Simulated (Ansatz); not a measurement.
Working through vertical energies of changing the electron count of F₂HISi, SMILES F[SiH](F)I

With Ansatz 0.2.0 through its Python package.

The cells in order, each with its output:

```python
import ansatz as az
from ase import Atoms
```

```python
def single_point(molecule, charge=0, unpaired=0):
    calc = (
        molecule.calculation()
        .basis(gaussian="def2-SVP")
        .functional("B3LYP", dispersion="d4")
    )
    if charge:
        calc = calc.charge(charge)
    if unpaired:
        calc = calc.spin("collinear", total=unpaired)
    report = calc.run(threads=1, pin="off").report
    if report["published_state_doubts"]:
        print("  doubts:", report["published_state_doubts"])
    return report["free_energy_ev"]

atoms = Atoms(["F", "Si", "F", "I", "H"], positions=[
    [-0.0982, -0.6105, 1.5622],
    [0.1402, 0.0131, 0.0848],
    [0.3094, 1.6049, 0.1662],
    [-1.6802, -0.4673, -1.3769],
    [1.3787, -0.6138, -0.4777],
])
system = az.Crystal.molecule_from_ase(atoms)
```

```python
# delta-SCF style differences, no relaxation
parent = single_point(system, 0, 0)
cation = single_point(system, 1, 1)
print(f"E(N)   = {parent:.5f} eV")
print(f"E(N-1) = {cation:.5f} eV  (1 unpaired)")
print(f"vertical ionisation energy {cation - parent:.3f} eV")
```

    E(N)   = -21428.98812 eV
    E(N-1) = -21418.25973 eV  (1 unpaired)
    vertical ionisation energy 10.728 eV

At this unrelaxed geometry removing an electron costs 10.73 eV.

Notes:
- Total energies depend on the basis set; only differences at equal settings carry meaning.
- The geometry is a force-field or estimated start, not a minimum of this method, and the basis set is short of its limit. All parts are taken at fixed geometry, without zero-point energy. At an unrelaxed start these energies can be a whole eV from those at the minimum, and a small affinity can change sign.
- def2 sets replace the cores of elements past krypton by effective core potentials.
- b3lyp holds the VWN-RPA fit, as in Gaussian; the form of ORCA and Turbomole is b3lyp5.
- The whole script took 17 s on 1 thread of Intel(R) Xeon(R) Platinum 8488C (Sapphire Rapids) (shared host), peak memory 0.32 GiB.

(Lines on the test bed's own set-up are left out of the output.)
